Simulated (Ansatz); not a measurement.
# Cr (bcc type): the cost of one run

Method: DFT, PBE, PAW with Ansatz's default frozen-core files, scalar-relativistic, in Ansatz 0.2.0.

### 1 The system as given

It takes space group Im-3m (No. 229, cubic). The conventional cell has a = 2.865 Å, b = 2.865 Å, c = 2.865 Å, α = 90.00°, β = 90.00°, γ = 90.00°. Cr (site symmetry m-3m) is surrounded by 8 Cr at 2.48 Å.

As a file:

```
Cr
1.0
    -1.43265    1.43265    1.43265
     1.43265   -1.43265    1.43265
     1.43265    1.43265   -1.43265
Cr
1
Cartesian
  0.0000 0.0000 0.0000
```

### 2 Bulk cell relaxed, PAW

Contents of input.yaml:

```yaml
crystal:
  lattice:
    - [-1.4326509582, 1.4326509582, 1.4326509582]
    - [1.4326509582, -1.4326509582, 1.4326509582]
    - [1.4326509582, 1.4326509582, -1.4326509582]
  atoms:
    - { symbol: Cr, position: [0.0, 0.0, 0.0], spin: 2.0 }
magnetization:
  spin_polarized: true
kpoints:
  mp_grid: { grid: [21, 21, 21] }
scf:
  occupations: { method: fermi_dirac, width: 0.1 }
hamiltonian:
  xc: pbe
  pseudopotentials: { kind: paw }
output:
  forces: true
  stress: true
relax:
  f_tol: 0.005
  max_steps: 40
  cell: {}
```

Started as:

```console
ansatz run input.yaml --threads 4 --pin off --max-ram 12288MiB --backend cpu --events-out ev --progress --plain --runs-dir out
```

Q: Estimate wall time and peak memory on 4 threads of AMD EPYC 9R45 (Zen 5), shared host.

About 4.2 s, with a peak of 0.41 GiB.
